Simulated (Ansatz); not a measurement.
# Zn15SbS16 (Wurtzite-4H): the cost of one run

Method: DFT, PBE, plane-wave PAW, default files, scalar-relativistic, as far as a step names no other, in Ansatz 0.2.0.

### Step 1. Starting point

Symmetry: P3m1, No. 156, trigonal system. The conventional cell has a = 7.645 Å, b = 7.645 Å, c = 12.520 Å, α = 90.00°, β = 90.00°, γ = 120.00°. Sb (site symmetry 3m) has 4 S at 2.34 to 2.35 Å as nearest neighbours. Around Zn (site symmetry m) lie 4 S at 2.34 to 2.35 Å. Around Zn (site symmetry 3m) lie 4 S at 2.34 to 2.35 Å. Only part of the 16 independent sites is listed.

As a file:

```cif
data_structure
_symmetry_space_group_name_H-M 'P3m1'
_symmetry_Int_Tables_number 156
_cell_length_a 7.6454
_cell_length_b 7.6454
_cell_length_c 12.5200
_cell_angle_alpha 90.000
_cell_angle_beta 90.000
_cell_angle_gamma 120.000
_cell_volume 633.78
loop_
_atom_site_label
_atom_site_type_symbol
_atom_site_symmetry_multiplicity
_atom_site_Wyckoff_symbol
_atom_site_fract_x
_atom_site_fract_y
_atom_site_fract_z
_atom_site_occupancy
Sb1 Sb 1 a 0.00000 0.00000 0.00000 1
Zn1 Zn 3 d 0.00000 0.50000 0.00000 1
Zn2 Zn 1 a 0.00000 0.00000 0.50000 1
Zn3 Zn 3 d 0.00000 0.50000 0.50000 1
Zn4 Zn 3 d 0.16667 0.33333 0.25000 1
Zn5 Zn 1 c 0.66667 0.33333 0.25000 1
Zn6 Zn 3 d 0.33333 0.16667 0.75000 1
Zn7 Zn 1 b 0.33333 0.66667 0.75000 1
S1 S 1 a 0.00000 0.00000 0.18750 1
S2 S 3 d 0.00000 0.50000 0.18750 1
S3 S 1 a 0.00000 0.00000 0.68750 1
S4 S 3 d 0.00000 0.50000 0.68750 1
S5 S 3 d 0.16667 0.33333 0.43750 1
S6 S 1 c 0.66667 0.33333 0.43750 1
S7 S 3 d 0.33333 0.16667 0.93750 1
S8 S 1 b 0.33333 0.66667 0.93750 1
```

Atom 1 of the input is the impurity.

### Step 2. Gradients at the starting positions

Contents of input.yaml:

```yaml
crystal:
  lattice:
    - [7.6454, 0.0, 0.0]
    - [-3.8227, 6.621110622, 0.0]
    - [0.0, 0.0, 12.52]
  atoms:
    - { symbol: Sb, position: [0.0, 0.0, 0.0] }
    - { symbol: Zn, position: [0.0, 0.5, 0.0] }
    - { symbol: Zn, position: [0.5, 0.0, 0.0] }
    - { symbol: Zn, position: [0.5, 0.5, 0.0] }
    - { symbol: Zn, position: [0.0, 0.0, 0.5] }
    - { symbol: Zn, position: [0.0, 0.5, 0.5] }
    - { symbol: Zn, position: [0.5, 0.0, 0.5] }
    - { symbol: Zn, position: [0.5, 0.5, 0.5] }
    - { symbol: Zn, position: [0.1666666666, 0.3333333334, 0.25] }
    - { symbol: Zn, position: [0.1666666666, 0.8333333334, 0.25] }
    - { symbol: Zn, position: [0.6666666666, 0.3333333334, 0.25] }
    - { symbol: Zn, position: [0.6666666666, 0.8333333334, 0.25] }
    - { symbol: Zn, position: [0.3333333334, 0.1666666666, 0.75] }
    - { symbol: Zn, position: [0.3333333334, 0.6666666666, 0.75] }
    - { symbol: Zn, position: [0.8333333334, 0.1666666666, 0.75] }
    - { symbol: Zn, position: [0.8333333334, 0.6666666666, 0.75] }
    - { symbol: S, position: [0.0, 0.0, 0.1875] }
    - { symbol: S, position: [0.0, 0.5, 0.1875] }
    - { symbol: S, position: [0.5, 0.0, 0.1875] }
    - { symbol: S, position: [0.5, 0.5, 0.1875] }
    - { symbol: S, position: [0.0, 0.0, 0.6875] }
    - { symbol: S, position: [0.0, 0.5, 0.6875] }
    - { symbol: S, position: [0.5, 0.0, 0.6875] }
    - { symbol: S, position: [0.5, 0.5, 0.6875] }
    - { symbol: S, position: [0.1666666666, 0.3333333334, 0.4375] }
    - { symbol: S, position: [0.1666666666, 0.8333333334, 0.4375] }
    - { symbol: S, position: [0.6666666666, 0.3333333334, 0.4375] }
    - { symbol: S, position: [0.6666666666, 0.8333333334, 0.4375] }
    - { symbol: S, position: [0.3333333334, 0.1666666666, 0.9375] }
    - { symbol: S, position: [0.3333333334, 0.6666666666, 0.9375] }
    - { symbol: S, position: [0.8333333334, 0.1666666666, 0.9375] }
    - { symbol: S, position: [0.8333333334, 0.6666666666, 0.9375] }
total_charge: 1
kpoints:
  mp_grid: { grid: [3, 3, 2] }
scf:
  occupations: { method: fermi_dirac, width: 0.01 }
hamiltonian:
  xc: pbe
  pseudopotentials: { kind: paw }
output:
  forces: true
  stress: true
  populations: true
  efg:
    quadrupole_moments_barn: { Sb: -0.543, Zn: 0.122, S: -0.0694 }
    contact_densities: true
```

Command:

```bash
$ ansatz run input.yaml --threads 1 --pin off --max-ram 3072MiB --backend cpu --events-out ev --progress --plain --runs-dir out
```

**Question.** How long does this run take on 1 thread of Arm Neoverse V1, shared host, and how much memory does it need?

About 2.5 min, with a peak of 1.3 GiB.
